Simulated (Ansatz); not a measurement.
# Ti2W: the cost of one run

Method: DFT PBE, scalar-relativistic, plane waves, PAW, in Ansatz 0.2.0.

**1. The structure to begin with**

The structure is tetragonal, space group P4/nmm (No. 129). The conventional cell has a = 3.795 Å, b = 3.795 Å, c = 5.790 Å, α = 90.00°, β = 90.00°, γ = 90.00°. Around Ti (site symmetry -4m2) lie 8 Ti at 2.46 to 2.68 Å and 4 W at 2.57 Å. Around Ti (site symmetry 4mm) lie 4 Ti at 2.46 Å and 5 W at 2.49 to 2.69 Å. Around W (site symmetry 4mm) lie 9 Ti at 2.49 to 2.69 Å.

As a file:

```
Ti W
1.0
     3.79501    0.00000    0.00000
     0.00000    3.79501    0.00000
     0.00000    0.00000    5.79043
Ti W
4 2
Cartesian
  0.0000 0.0000 0.0000
  1.8975 1.8975 0.0000
  0.0000 1.8975 1.5634
  1.8975 0.0000 4.2270
  0.0000 1.8975 4.0533
  1.8975 0.0000 1.7371
```

(A quick probe on a coarse mesh, which set the mesh and smearing, is not shown.)

**3. Rough relaxation on the coarse mesh**

Contents of input.yaml:

```yaml
crystal:
  lattice:
    - [3.7950092539, 0.0, 0.0]
    - [0.0, 3.7950092539, 0.0]
    - [0.0, 0.0, 5.7904312038]
  atoms:
    - { symbol: Ti, position: [0.0, 0.0, 0.0] }
    - { symbol: Ti, position: [0.5, 0.5, 0.0] }
    - { symbol: Ti, position: [0.0, 0.5, 0.27] }
    - { symbol: Ti, position: [0.5, 0.0, 0.73] }
    - { symbol: W, position: [0.0, 0.5, 0.7] }
    - { symbol: W, position: [0.5, 0.0, 0.3] }
basis:
  ecutwfc: 420
kpoints:
  mp_grid: { grid: [4, 4, 4] }
hamiltonian:
  xc: pbe
scf:
  occupations: { method: gaussian, width: 0.1 }
  lower_state_search: "off"
output:
  forces: true
  stress: true
  eigenvalues: true
relax:
  adjacent_minimum: "off"
  f_tol: 0.04
  max_steps: 70
  cell: { stress_tol: 0.4 }
```

Run with:

```bash
$ ansatz run input.yaml --threads 1 --pin off --max-ram 2560MiB --backend cpu --events-out ev --progress --plain --runs-dir out
```

**Question.** How long does this run take on 1 thread of Arm Neoverse V2, shared host, and how much memory does it need?

About 88 s, with a peak of 0.4 GiB.
